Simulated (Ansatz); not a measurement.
# Relaxation of K3Al2Bi2

The start is K3Al2Bi2, a borrowed structure type, volume estimated. Where does it settle when we relax cell and atoms, and what is it like there?

Program: Ansatz 0.2.0. Level of theory: DFT, r2SCAN, no spin polarisation, plane waves, PAW. These are calculated values, not measurements.

## (1) The system as given

It takes space group Immm (No. 71, orthorhombic). The conventional cell has a = 4.679 Å, b = 5.326 Å, c = 21.014 Å, α = 90.00°, β = 90.00°, γ = 90.00°. Around Al (site symmetry mm2) lie 1 Al at 2.61 Å and 2 Bi at 2.82 Å. Bi (site symmetry mm2) has 2 Al at 2.82 Å as nearest neighbours. K (site symmetry mmm) is surrounded by 8 Al at 3.78 Å and 4 Bi at 3.92 Å. Around K (site symmetry mm2) lie 5 Bi at 3.67 to 3.78 Å and 2 Al at 3.68 Å.

Its coordinates follow in the input file.

It starts from an earlier solution of the starting cell (checkpoint.read).

## (2) The walk to rest

File input.yaml:

```yaml
crystal:
  lattice:
    - [0.0, 0.0, 5.326384]
    - [4.678663, 0.0, 0.0]
    - [2.339331, 10.507132, -2.663192]
  atoms:
    - { symbol: Al, position: [0.4378, 0.0622, 0.8756] }
    - { symbol: Al, position: [0.5622, 0.9378, 0.1244] }
    - { symbol: Bi, position: [0.3629, 0.6371, 0.7258] }
    - { symbol: Bi, position: [0.6371, 0.3629, 0.2742] }
    - { symbol: K, position: [0.0, 0.5, 0.0] }
    - { symbol: K, position: [0.1829, 0.8171, 0.3658] }
    - { symbol: K, position: [0.8171, 0.1829, 0.6342] }
  symmetry: { tolerance: 0.0003 }
kpoints:
  mp_grid: { grid: [5, 5, 5], shift: [0, 0, 0] }
magnetization:
  spin_polarized: false
scf:
  occupations: { method: fermi_dirac, width: 0.1325 }
  lower_state_search: "off"
hamiltonian:
  pseudopotentials: { kind: paw }
  xc: r2scan
basis:
  ecutwfc: 500
  fft_grid_basis: typed
relax:
  max_steps: 60
  cell: { p_target: 0.0 }
output:
  forces: true
  stress: true
  eigenvalues: true
  bader: true
  populations: true
  elf: true
  write_potential: true
  volumetric_format: npy
  dos:
    e_range: [-12, 8]
    de: 0.05
    projected: { site_lists: { Al: [Al], Bi: [Bi], K: [K] } }
checkpoint:
  read: saved_state
```

The run is started by

```bash
$ ansatz run input.yaml --threads 2 --pin off --max-ram 2560MiB --backend cpu --events-out ev --progress --plain --runs-dir out
```

What does the calculation give? Wanted: moves; energy gained; largest move; cell; volume; pressure at the end; character; Bader charges; density maxima off the nuclei.

**Answer**, as computed:

| quantity | value |
| --- | --- |
| moves | 5 |
| energy gained | 18.6 meV/atom |
| largest move | 0.03 Å (Al) |
| space group (0.01 Å), before / after | Immm / Immm |
| cell | a = 5.577 Å, b = 4.504 Å, c = 10.955 Å, α = 78.14°, β = 104.75°, γ = 90.00° |
| volume | 37.14 Å³/atom (-0.7 %) |
| pressure at the end | 0.00 GPa |
| formation energy (elements from separate runs) | -0.34 eV/atom |
| character | metal |
| density of states, mean within 0.25 eV of the Fermi level | 1.9 per eV per cell |
| Bader charges | Al +0.86, Bi -1.68, K +0.76 e |
| density maxima off the nuclei | 2 |

**Reading.** The volume shrank by 0.7 %, and the largest move of an atom is 0.03 Å apart from the change of the cell; the energy fell by 18.6 meV per atom. The shape changed more than that tells: the edges moved by +5, -4, -1 %. With 8 symmetry operations imposed, the end may be a saddle point towards distortions that break them. Bands cross the Fermi level: a metal; within 0.25 eV of the Fermi level the density of states averages 1.9 per eV per cell, mostly Al p (55 %) and Bi p (29 %). By Bader's partition Al gives up most (+0.86 e) and Bi takes most (-1.68 e). Against the elements' reference phases (Al fcc, Bi A7 rhombohedral, K bcc; separate runs with the same functional) the formation energy is -0.34 eV per atom, a bound cell by that test.
